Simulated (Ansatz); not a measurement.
# Ge2Sb2Te5 (Cm) in Ansatz: notebook

The runs below take Ge2Sb2Te5 through single point, relaxation of cell and atoms, with PBE.

Everything below comes from runs of Ansatz 0.2.0. Logs are shortened: lines on timing, memory, paths and dates and some standing lists are left out, and cuts for length are marked.

## Step 1: The structure

It takes space group Cm (No. 8, monoclinic). Conventional cell: a = 13.678 Å, b = 6.132 Å, c = 9.672 Å, α = 90.00°, β = 134.93°, γ = 90.00°. Te (site symmetry m) has 2 Ge at 2.85 to 3.19 Å and 3 Sb at 3.07 to 3.14 Å as nearest neighbours. Te (site symmetry m) is surrounded by 2 Sb at 2.95 to 3.20 Å and 3 Ge at 3.07 to 3.08 Å. Te (site symmetry m) has 3 Ge at 2.82 to 3.07 Å and 2 Sb at 3.14 to 3.19 Å as nearest neighbours. Te (site symmetry m) is surrounded by 2 Ge at 2.95 to 3.00 Å and 2 Sb at 3.02 to 3.06 Å. Around Te (site symmetry m) lie 3 Sb at 2.98 to 3.07 Å and 2 Ge at 3.05 to 3.20 Å. Around Sb (site symmetry m) lie 6 Te at 2.95 to 3.19 Å. Sb (site symmetry m) has 6 Te at 2.98 to 3.20 Å as nearest neighbours. Around Ge (site symmetry m) lie 6 Te at 2.82 to 3.19 Å.

The cell comes from a database or a generator and needn't be the stable form of this composition.

## Step 2: Single point, PBE

Input file input.yaml:

```yaml
crystal:
  lattice:
    - [6.839136, -3.066006, 0.0]
    - [6.839136, 3.066006, 0.0]
    - [-6.830977, 0.0, 6.847609]
  atoms:
    - { symbol: Te, position: [0.594702, 0.594702, 0.386433] }
    - { symbol: Te, position: [0.795288, 0.795288, 0.196112] }
    - { symbol: Te, position: [0.008324, 0.008324, 0.006435] }
    - { symbol: Te, position: [0.206519, 0.206519, 0.809803] }
    - { symbol: Te, position: [0.399959, 0.399959, 0.597118] }
    - { symbol: Sb, position: [0.901708, 0.901708, 0.587873] }
    - { symbol: Sb, position: [0.11187, 0.11187, 0.417352] }
    - { symbol: Ge, position: [0.284287, 0.284287, 0.18783] }
    - { symbol: Ge, position: [0.497343, 0.497343, 0.011044] }
hamiltonian:
  xc: pbe
  pseudopotentials: { kind: paw }
kpoints:
  mp_grid: { grid: [4, 4, 3] }
scf:
  occupations: { method: fermi_dirac, width: 0.05 }
output:
  forces: true
  stress: true
  eigenvalues: true
  write_density: true
  write_potential: true
  elf: true
  volumetric_format: npy
```

Potentials or basis: Ansatz PAW.

Launch:

```
ansatz run input.yaml --threads 4 --pin off --max-ram 11264MiB --backend cpu --events-out ev --progress --plain --runs-dir out
```

Standard output:

```text
Warning: RAYON_NUM_THREADS=4 ignored (pool sized by the plan → 4); use --threads N
Engine: ansatz 0.2.0, aarch64-unknown-linux-gnu
Pseudopotentials: kind: paw
Pseudopotential: Te, paw, valence charge 16, recommended cutoff 420 eV (normal), Te.paw.azcp
Pseudopotential: Sb, paw, valence charge 15, recommended cutoff 420 eV (normal), Sb.paw.azcp
Pseudopotential: Ge, paw, valence charge 14, recommended cutoff 420 eV (normal), Ge.paw.azcp
Functional definition: PBE
  parameter kappa = 0.804
  parameter beta = 0.06672455060314922
  exchange = pbe_x(kappa = kappa, mu = beta*pi^2/3)
  correlation = pbe_c(beta = beta)
Crystal: 9 atoms, lattice volume = 287.173 Å³
Basis set: ecut = 420 eV, 5631 PW (Γ), exchange–correlation on 108×108×144 points (8 copies of the dense FFT grid, shifted against one another)
Bands: 83, of which v1, the nominal top of the filled ones, is band 69 counted from 1 (68 counted from 0)
Symmetry: 2 space group operations
Space group: Cm (ITA 8), of the structure as read, at distance tolerance 6.6e-5 Å
k-points: 17 of 48 (time reversal used)
Non-local potential: Te, projectors of the file, l = 0: 2, l = 1: 2, l = 2: 2, l = 3: 2
Non-local potential: Sb, projectors of the file, l = 0: 2, l = 1: 2, l = 2: 2, l = 3: 2
Non-local potential: Ge, projectors of the file, l = 0: 2, l = 1: 2, l = 2: 3, l = 3: 1
PAW form: soft (Blöchl's): semilocal exchange-correlation on the pseudo side does not see the compensation charge
PAW one-centre angular grid: Te, 590 points (default); XC on 64 Gauss nodes
PAW one-centre angular grid: Sb, 590 points (default); XC on 64 Gauss nodes
PAW one-centre angular grid: Ge, 590 points (default); XC on 64 Gauss nodes
Initial density: superposition of atomic densities (neutral atoms: chi_scale 0, normalization atom), corrected by the library's trained network
Initial wavefunctions: pseudopotential atomic-orbital guess
Functional: x = pbe(κ = 0.804, μ = 0.2195149727645171), c = pbe(β = 0.06672455060314922)
SCF iter   1: F=—  HF=-56459.302048 eV  |F-HF|=—  |Δ(HF+E_count)|=         —  Δρ=1.68e-3  dr2=2.15e-2  ethr=1.77e-3  ⟨swp⟩=6.3  Hψ=5347  notcnv=0  defer=17
preconditioner: auto → Kerker (q_TF=auto, 2.415 Å⁻¹)  [metal: Δε(μ)=0.090 eV  Ē_g=8.195 eV  σ=0.050 eV  W_gap=0.42  n_scr=62 (ndim 8)  ℏωp=15.2 eV  f_vac=0.052  D(μ)=1.07/eV (n_scr^D=0)]
SCF iter   2: F=—  HF=-56459.294986 eV  |F-HF|=—  |Δ(HF+E_count)|=   7.06e-3  Δρ=9.90e-4  dr2=7.53e-3  ethr=1.56e-5  ⟨swp⟩=2.5  Hψ=2623  notcnv=0  defer=49
SCF iter   3: F=—  HF=-56459.294235 eV  |F-HF|=—  |Δ(HF+E_count)|=   7.51e-4  Δρ=3.49e-4  dr2=4.73e-4  ethr=5.46e-6  ⟨swp⟩=3.0  Hψ=2507  notcnv=0  defer=49
SCF iter   4: F=—  HF=-56459.294037 eV  |F-HF|=—  |Δ(HF+E_count)|=   1.98e-4  Δρ=1.63e-4  dr2=1.26e-4  ethr=3.43e-7  ⟨swp⟩=2.0  Hψ=2063  notcnv=0  defer=49
SCF iter   5: F=—  HF=-56459.294031 eV  |F-HF|=—  |Δ(HF+E_count)|=   6.51e-6  Δρ=7.33e-5  dr2=3.00e-5  ethr=9.15e-8  ⟨swp⟩=2.0  Hψ=2495  notcnv=0  defer=49
SCF iter   6: F=—  HF=-56459.294094 eV  |F-HF|=—  |Δ(HF+E_count)|=   6.35e-5  Δρ=3.98e-5  dr2=1.01e-5  ethr=2.18e-8  ⟨swp⟩=2.0  Hψ=1899  notcnv=0  defer=49
SCF iter   7: F=—  HF=-56459.294095 eV  |F-HF|=—  |Δ(HF+E_count)|=   8.86e-7  Δρ=1.37e-5  dr2=2.48e-6  ethr=7.29e-9  ⟨swp⟩=2.0  Hψ=1900  notcnv=0  defer=49
SCF iter   8: F=—  HF=-56459.294096 eV  |F-HF|=—  |Δ(HF+E_count)|=   1.06e-6  Δρ=7.45e-6  dr2=5.06e-7  ethr=1.79e-9  ⟨swp⟩=2.0  Hψ=1664  notcnv=0  defer=49
SCF iter   9: F=-56459.294096 eV  HF=-56459.294096 eV  |F-HF|=7.00e-9  |Δ(HF+E_count)|=   2.63e-7  Δρ=3.36e-6  dr2=7.12e-8  ethr=7.25e-11  ⟨swp⟩=14.4  Hψ=11224  notcnv=0
SCF 1 converged in 9 iterations: F = -56459.294096 eV  dr2 = 7.12e-8
SCF converged after 9 iterations
Free energy (F): -56459.294096 eV
Harris-Foulkes:  -56459.294096 eV  (|F-HF|=7.00e-9)
Internal energy: -56459.282464 eV  (E = F + TS)
E sigma→0 (E₀):  -56459.288280 eV
Entropy (-TS):   -0.011632 eV (-1.292 meV/atom)
Fermi energy:    8.091902 eV
--- Per-component energies (eV) ---
  E_band       = -2036.841193
  E_kinetic    = 1529.418804
  E_local      = -15141.882713  (includes V_loc(G=0)·N_el)
  E_nonlocal   = -1.226111
  E_hartree    = 7953.018017
  E_xc         = -1046.459558
  E_vxc        = -837.704796  (∫ρ·V_xc dr)
  E_paw        = -36489.567605  (= ΣΔE_a)
  E_vpaw       = -3491.478943  (= ΣTr[D̂ρ^β])
  E_aug_tail   = -0.000378  (compensation charges beyond the density's cutoff)
  E_ewald      = -13262.582920
  E_smearing   = -0.011632  (= −TS)
  E_closure    = -0.000000  (closes the sum)
  Σ components = -56459.294096   (vs F -56459.294096, Δ=0.00e0)
--- Forces (eV/Å), atoms counted from 1 ---
  atom   1  Te     0.03249070     0.00000000     0.02725162
  atom   2  Te     0.05499431     0.00000000    -0.02011503
  atom   3  Te    -0.00691939     0.00000000    -0.01542957
  atom   4  Te     0.04608115     0.00000000    -0.02892505
  atom   5  Te     0.04575738     0.00000000    -0.04203914
  atom   6  Sb     0.01245498     0.00000000    -0.07658977
  atom   7  Sb     0.02104212     0.00000000     0.06415855
  atom   8  Ge    -0.15660907     0.00000000     0.02406873
  atom   9  Ge    -0.04929087     0.00000000     0.06761937
  max |Σ_I F_I| component: 1.29e-6 eV/Å
--- Stress (GPa, compression-positive) ---
       -0.187687       0.000000      -0.102707
        0.000000      -0.109494       0.000000
       -0.102706       0.000000      -0.132356
  P = ⅓ Tr σ = -0.1432 GPa (-1.432 kbar)
--- Band table (eV; the first three rows and the last of 17) ---
  k-point 0: bands = ["-28.6457", "-28.6311", "-28.6069", "-28.5919", "-28.5785", "-28.5600", "-28.5591", "-28.5502", "-28.5304", "-28.5272", "-28.5139", "-28.5115", "-28.5084", "-28.5029", "-28.5023", "-28.4424", "-28.4400", "-28.4116", "-28.4077", "-28.4031", "-28.2568", "-28.2524", "-28.0932", "-28.0900", "-28.0422", "-21.3161", "-21.3123", "-21.3099", "-21.3040", "-21.3026", "-21.3000", "-21.2996", "-21.2985", "-21.2925", "-21.2906", "-16.5859", "-16.5830", "-16.5802", "-16.5757", "-16.5704", "-16.5661", "-16.5636", "-16.5604", "-16.5591", "-16.5559", "-4.6148", "-2.8232", "-2.7077", "-2.5757", "-2.3384", "-0.9499", "-0.4213", "0.1948", "2.2267", "3.3530", "3.7650", "3.7921", "3.8525", "4.1929", "4.4945", "4.5767", "5.4178", "6.4052", "6.5903", "6.6220", "7.2425", "7.5483", "7.6274", "7.6371", "9.0934", "9.3891", "10.4782", "10.5198", "11.5049", "11.8725", "12.0949", "12.1831", "12.7051", "12.8247", "12.8779", "12.9653", "13.2373", "13.2968"]
  k-point 1: bands = ["-28.6457", "-28.6311", "-28.6069", "-28.5920", "-28.5785", "-28.5600", "-28.5591", "-28.5502", "-28.5304", "-28.5272", "-28.5139", "-28.5115", "-28.5084", "-28.5029", "-28.5023", "-28.4424", "-28.4400", "-28.4116", "-28.4077", "-28.4031", "-28.2568", "-28.2524", "-28.0932", "-28.0900", "-28.0422", "-21.3161", "-21.3123", "-21.3099", "-21.3040", "-21.3026", "-21.3000", "-21.2996", "-21.2986", "-21.2925", "-21.2906", "-16.5859", "-16.5830", "-16.5802", "-16.5757", "-16.5704", "-16.5661", "-16.5636", "-16.5604", "-16.5591", "-16.5559", "-4.3925", "-3.4099", "-2.7334", "-2.5292", "-2.3466", "-0.8296", "0.0300", "0.5363", "1.7428", "3.0885", "3.1353", "3.7322", "3.8399", "4.6253", "5.0622", "5.5183", "5.5868", "5.7876", "6.4133", "6.5338", "7.0608", "7.3696", "7.4162", "7.8164", "9.3152", "9.5494", "10.0638", "10.4626", "10.8852", "11.1052", "11.6231", "11.8120", "12.4805", "12.6424", "12.9619", "13.1279", "13.1430", "13.5159"]
  k-point 2: bands = ["-28.6455", "-28.6311", "-28.6069", "-28.5918", "-28.5785", "-28.5600", "-28.5591", "-28.5502", "-28.5304", "-28.5272", "-28.5139", "-28.5115", "-28.5084", "-28.5029", "-28.5023", "-28.4423", "-28.4400", "-28.4116", "-28.4077", "-28.4031", "-28.2568", "-28.2524", "-28.0932", "-28.0900", "-28.0422", "-21.3164", "-21.3123", "-21.3101", "-21.3040", "-21.3029", "-21.3002", "-21.2995", "-21.2985", "-21.2925", "-21.2906", "-16.5859", "-16.5830", "-16.5802", "-16.5757", "-16.5705", "-16.5662", "-16.5636", "-16.5604", "-16.5591", "-16.5559", "-4.3456", "-2.9024", "-2.7676", "-2.6969", "-2.3775", "-1.2231", "-0.6191", "0.0111", "1.5549", "3.5293", "4.0264", "4.3184", "4.5932", "4.9780", "5.1492", "5.4075", "5.8459", "6.0159", "6.3268", "6.5915", "6.8328", "7.1484", "7.6974", "7.8420", "9.2546", "9.4186", "9.6683", "10.3173", "10.7126", "10.8686", "11.1370", "11.2837", "11.8773", "11.9166", "12.3164", "12.7841", "13.0827", "13.2894"]
  k-point 16: bands = ["-28.6457", "-28.6311", "-28.6069", "-28.5919", "-28.5785", "-28.5600", "-28.5591", "-28.5502", "-28.5304", "-28.5272", "-28.5139", "-28.5114", "-28.5084", "-28.5029", "-28.5023", "-28.4424", "-28.4400", "-28.4116", "-28.4077", "-28.4031", "-28.2568", "-28.2524", "-28.0932", "-28.0900", "-28.0422", "-21.3164", "-21.3124", "-21.3095", "-21.3039", "-21.3026", "-21.3000", "-21.2999", "-21.2986", "-21.2924", "-21.2905", "-16.5861", "-16.5829", "-16.5802", "-16.5757", "-16.5704", "-16.5661", "-16.5635", "-16.5604", "-16.5591", "-16.5558", "-4.1610", "-3.6777", "-2.8353", "-2.5569", "-2.4356", "-0.5802", "0.0530", "0.8665", "1.4021", "2.9442", "3.2486", "3.9959", "4.4324", "4.5969", "4.6461", "5.3412", "5.5395", "5.6454", "6.0716", "6.7387", "7.1767", "7.2992", "7.4681", "7.8908", "8.7379", "9.2160", "10.2097", "10.7356", "11.0075", "11.4138", "11.7157", "11.9933", "12.1820", "12.3433", "12.4592", "12.8760", "13.0390", "13.2304"]
```

Wall time 19 s (4 threads of Arm Neoverse V1, shared host); peak memory 1.1 GiB.

Results:

```yaml
Free_energy: -56459.2941 eV
Pressure: -0.1 GPa
Largest_force: 0.158 eV/Å
Band_gap_on_the_k_mesh: 0.06 eV, direct
```

Forces on the atoms (eV/Å):
```
Te   0.032  0.000  0.027
Te   0.055  0.000 -0.020
Te  -0.007  0.000 -0.015
Te   0.046  0.000 -0.029
Te   0.046  0.000 -0.042
Sb   0.012  0.000 -0.077
Sb   0.021  0.000  0.064
Ge  -0.157  0.000  0.024
Ge  -0.049  0.000  0.068
```

Stress tensor (GPa, compression positive):
```
-0.19  0.00 -0.10
 0.00 -0.11  0.00
-0.10  0.00 -0.13
```

Levels at points of the mesh, in eV from the valence-band top:
```tsv
k point	band 67	band 68	band 69	band 70	band 71	band 72
(0.00, 0.00, 0.00)	-0.50	-0.42	-0.41	1.05	1.35	2.43
(0.00, -0.50, 0.00)	-0.69	-0.54	0.00	0.06	0.58	0.70
(-0.50, -0.50, 0.00)	-0.83	-0.81	-0.79	2.15	2.64	2.82
```

Caveat: odd divisions of the mesh miss points on the zone boundary, where band edges often lie, so the gap on the mesh can be too wide; spin-orbit coupling is left out, which moves the levels of the heavy elements.

(Part 1 of 2 ends here.)
